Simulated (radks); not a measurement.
# Taking charge from the 3s level of Ir in fractions

One table from this session's results is given with a row withheld; the runs are named, their logs left out.

The numbers are computed with radks (a radial shooting solver on a logarithmic mesh, Libxc functionals) version 1 (scalar-relativistic Kohn-Sham, PBE, spin-polarised, spherical densities, point nucleus; open shells are filled with parallel spins first), except any that are marked as measured or tabulated.

### The system

| Quantity | Value |
| --- | --- |
| element | iridium (Z = 77) |
| charge | 0 |
| electrons | 77 |
| configuration | [Ne] 3s(up 1, down 1) 3p6 3d10 4s2 4p6 4d10 4f14 5s2 5p6 5d7 6s2 |

A shell typed twice in an input gives spin up, then spin down.

Set-up of the first run:

Settings of this run:

```text
Z 77
configuration [Ne] 3s1 3s1 3p6 3d10 4s2 4p6 4d10 4f14 5s2 5p6 5d7 6s2
relativity scalar-relativistic
functional pbe,pbe
spin polarised
nucleus point
c 137.035999084
```

On the command line:

```
> python run_ks.py task.json out
```

This one command runs every case of the session in turn.

Steps of the session up to this table: Start: [Ne] 3s(up 1, down 1) 3p6 3d10 4s2 4p6 4d10 4f14 5s2 5p6 5d7 6s2.

One table of the session follows, with a row left open; its other results are not shown here.

It belongs to the step «Start: [Ne] 3s(up 1, down 1) 3p6 3d10 4s2 4p6 4d10 4f14 5s2 5p6 5d7 6s2». From the orbitals of this run (lengths in bohr):

| level | <r> | outermost maximum (interpolated) | 90 % within | nodes |
| --- | --- | --- | --- | --- |
| 4f up | ? | ? | ? | ? |
| 4f down | 0.5344 | 0.395 | 0.867 | 0 |
| 5p up | 1.136 | 1.00 | 1.65 | 3 |
| 5p down | 1.132 | 1.00 | 1.65 | 3 |
| 5d up | 1.701 | 1.30 | 2.68 | 2 |
| 6s up | 2.848 | 2.37 | 4.25 | 5 |
| 5d down | 1.751 | 1.30 | 2.80 | 2 |
| 6s down | 2.975 | 2.44 | 4.48 | 5 |

Q: Estimate the row for 4f up from the others.

The run gave: <r>: 0.5360; outermost maximum (interpolated): 0.395; 90 % within: 0.871; nodes: 0. In the column «<r>» it lies between 4f down (0.5344) and 5p down (1.132).
